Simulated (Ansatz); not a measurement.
**C₄H₁₂Ge: one species, many methods**

One table from this session's results is given with a row withheld; the runs are named, their logs left out.

Computed with Ansatz 0.2.0, Gaussian basis. Level: functionals in def2-TZVPP, the program's frozen cores in correlated methods.

The runs, in order: LDA (SPW92), PBE-D4, revPBE-D4, BLYP-D4, r2SCAN-D4, B97M-V, PBE0-D4, B3LYP-D4, r2SCANh-D4, r2SCAN0-D4, HSE06-D4, BHLYP-D4, CAM-B3LYP-D4, LC-ωPBE, ωB97X-V, ωB97M-V, B2PLYP, PBE-QIDH; CCSD(T)/def2-SVP; CCSD(T)/def2-TZVPP; MP2/def2-QZVPP; extrapolation to the limit; RPA on PBE.

## Structure used throughout

The geometry comes from an earlier relaxation with PBE0-D4 in a triple-zeta def2 set; it is a stationary point, not always the lowest conformer.

SMILES `[CH3][Ge]([CH3])([CH3])[CH3]`, 17 atoms, charge 0, spin multiplicity 1.

Atoms are counted from 1 here; the program's logs count them from 0.

Bond lengths: C1–Ge2 1.959 Å, C1–H6 1.092 Å, C1–H7 1.092 Å, C1–H8 1.092 Å, Ge2–C3 1.959 Å, Ge2–C4 1.959 Å, Ge2–C5 1.959 Å, C3–H9 1.092 Å, C3–H10 1.092 Å, C3–H11 1.092 Å, C4–H12 1.092 Å, C4–H13 1.092 Å, C4–H14 1.092 Å, C5–H15 1.092 Å, C5–H16 1.092 Å, C5–H17 1.092 Å. Angles: Ge2–C1–H6 110.7°, Ge2–C1–H7 110.7°, Ge2–C1–H8 110.7°, H6–C1–H7 108.3°, H6–C1–H8 108.3°, H7–C1–H8 108.3°, C1–Ge2–C3 109.5°, C1–Ge2–C4 109.5°, C1–Ge2–C5 109.5°, C3–Ge2–C4 109.5°, C3–Ge2–C5 109.5°, C4–Ge2–C5 109.5°, Ge2–C3–H9 110.7°, Ge2–C3–H10 110.7°, Ge2–C3–H11 110.7°, H9–C3–H10 108.3°, H9–C3–H11 108.3°, H10–C3–H11 108.3° and more.

Set-up of the first run:

in.yaml

```yaml
crystal:
  periodic: [false, false, false]
  atoms:
    - {symbol: C, position_ang: [-0.368674, 0.718124, -1.782430]}
    - {symbol: Ge, position_ang: [-0.001113, -0.000034, 0.002356]}
    - {symbol: C, position_ang: [1.898794, 0.228999, 0.419736]}
    - {symbol: C, position_ang: [-0.454039, -1.905108, 0.045564]}
    - {symbol: C, position_ang: [-1.080566, 0.957863, 1.326563]}
    - {symbol: H, position_ang: [-0.124740, 1.781440, -1.827636]}
    - {symbol: H, position_ang: [0.225680, 0.198549, -2.536732]}
    - {symbol: H, position_ang: [-1.423847, 0.598236, -2.036256]}
    - {symbol: H, position_ang: [2.125240, -0.164382, 1.412793]}
    - {symbol: H, position_ang: [2.173054, 1.285680, 0.399775]}
    - {symbol: H, position_ang: [2.519357, -0.299168, -0.306990]}
    - {symbol: H, position_ang: [-0.253470, -2.326577, 1.032642]}
    - {symbol: H, position_ang: [0.135400, -2.458069, -0.688589]}
    - {symbol: H, position_ang: [-1.511395, -2.054989, -0.181874]}
    - {symbol: H, position_ang: [-2.144965, 0.842594, 1.112181]}
    - {symbol: H, position_ang: [-0.890216, 0.572658, 2.330341]}
    - {symbol: H, position_ang: [-0.843597, 2.023682, 1.318655]}
basis:
  gaussian: {orbitals: def2-TZVPP}
hamiltonian: {xc: lda}
output: {orbitals: {seedname: orbitals}}
```

On the command line:

```bash
$ ansatz run in.yaml --threads 2 --pin off --events-out ev --progress --plain --max-ram 22528MiB --backend cuda --devices 0, --max-vram 18GiB
```

Steps of the session up to this table: LDA; PBE-D4 (GGA); revPBE-D4 (GGA); BLYP-D4 (GGA); r2SCAN-D4 (meta-GGA); B97M-V (meta-GGA); PBE0-D4 (hybrid); B3LYP-D4 (hybrid); r2SCANh-D4 (hybrid); r2SCAN0-D4 (hybrid); HSE06-D4 (hybrid); BHLYP-D4 (hybrid); CAM-B3LYP-D4 (range-separated); LC-ωPBE (range-separated); ωB97X-V (range-separated); ωB97M-V (range-separated); B2PLYP (double hybrid); PBE-QIDH (double hybrid).

One of the session's tables, all rows but one given; the rest of the session is left out.

It belongs to the step «Orbital energies across the functionals». 

| functional | HOMO (eV) | LUMO (eV) | gap (eV) |
| --- | --- | --- | --- |
| LDA (SPW92) | -6.95 | -0.03 | 6.91 |
| PBE-D4 | -6.82 | 0.09 | 6.91 |
| revPBE-D4 | -6.77 | 0.18 | 6.95 |
| BLYP-D4 | -6.69 | 0.08 | 6.77 |
| r2SCAN-D4 | -7.08 | 0.89 | 7.98 |
| B97M-V | -7.16 | 0.19 | 7.35 |
| PBE0-D4 | -8.07 | 0.85 | 8.92 |
| B3LYP-D4 | -7.85 | 0.51 | 8.37 |
| r2SCANh-D4 | -7.54 | 1.09 | 8.64 |
| r2SCAN0-D4 | -8.24 | 1.37 | 9.62 |
| HSE06-D4 | -7.67 | 0.48 | 8.15 |
| BHLYP-D4 | -9.23 | 1.39 | 10.62 |
| CAM-B3LYP-D4 | ? | ? | ? |
| LC-ωPBE | -10.78 | 2.89 | 13.67 |
| ωB97X-V | -10.42 | 2.63 | 13.05 |
| ωB97M-V | -10.29 | 2.19 | 12.48 |

**Question.** Estimate the row for CAM-B3LYP-D4.

As computed: HOMO (eV): -9.42; LUMO (eV): 1.58; gap (eV): 11.00. In the column «HOMO (eV)» it lies between ωB97M-V (-10.29) and BHLYP-D4 (-9.23).
